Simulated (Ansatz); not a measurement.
## NbZn3, space group Pm-3m: a comparison of functionals at one structure, step by step

With Ansatz 0.2.0 through its Python package.

Typed at the interpreter:
```pycon
>>> import ansatz as az
>>> lattice = az.Lattice.of(
...     [3.934, 0.0, 0.0],
...     [0.0, 3.934, 0.0],
...     [0.0, 0.0, 3.934],
... )
>>> sites = [
...     ("Nb", [0.0, 0.0, 0.0]),
...     ("Zn", [0.0, 0.5, 0.5]),
...     ("Zn", [0.5, 0.0, 0.5]),
...     ("Zn", [0.5, 0.5, 0.0]),
... ]
>>> cell = az.Crystal(lattice=lattice)
>>> for symbol, position in sites:
...     cell = cell.atom(symbol, position)
...
>>> model = cell.calculation()
>>> model = model.pseudopotentials("nc")
>>> model = model.kpoints(mesh=(5, 5, 5), center="monkhorst-pack")
>>> model = model.occupations("Fermi-Dirac")
>>> model = model.initial_density(normalization="atom")
>>> model = model.scf(tolerance=1e-08)
>>> rows = []
>>> for value in ["lda", "pbesol", "blyp"]:
...     data = model.functional(value).run(threads=1).report
...     rows.append((value, data["free_energy_ev"] / len(data["lattice"]["sites"]), data["n_iterations"], data["n_kpoints"]))
...
DeckWarning: basis.ecutwfc = 1142.878222 eV, auto-derived from the records' recommended cutoffs: set by Zn (normal level)
>>> print("  functional   F/atom (eV)    iterations      k-points")
  functional   F/atom (eV)    iterations      k-points
>>> for row in rows:
...     print(f"{str(row[0]):>12s}  {row[1]:12.5f}  {row[2]:12d}  {row[3]:12d}")
...
         lda   -4688.08707             9            10
      pbesol   -4687.34494             9            10
        blyp   -4713.79775             9            10
```

Such functionals run on norm-conserving files made under PBE, which can move pressures by some GPa. BLYP can be off by several per cent in the lattices of metals, and by several GPa in the pressure at a fixed cell. The mesh is modest for a metal, so energies can be off by several to tens of meV an atom and pressures by half a GPa or more; differences at equal mesh fare better. The structure is a deposited one; some such entries were measured under pressure or heat, so a shift against it needn't be the functional's error alone. Warnings are shown shortened and without file and line. Total energies of different functionals can't be compared; pressures, moments and gaps at this one structure can. Finished in 23 s on 1 thread of Arm Neoverse N1, with other jobs on the host, peak memory 0.43 GiB.

(Lines on the test bed's own set-up are left out of the output.)
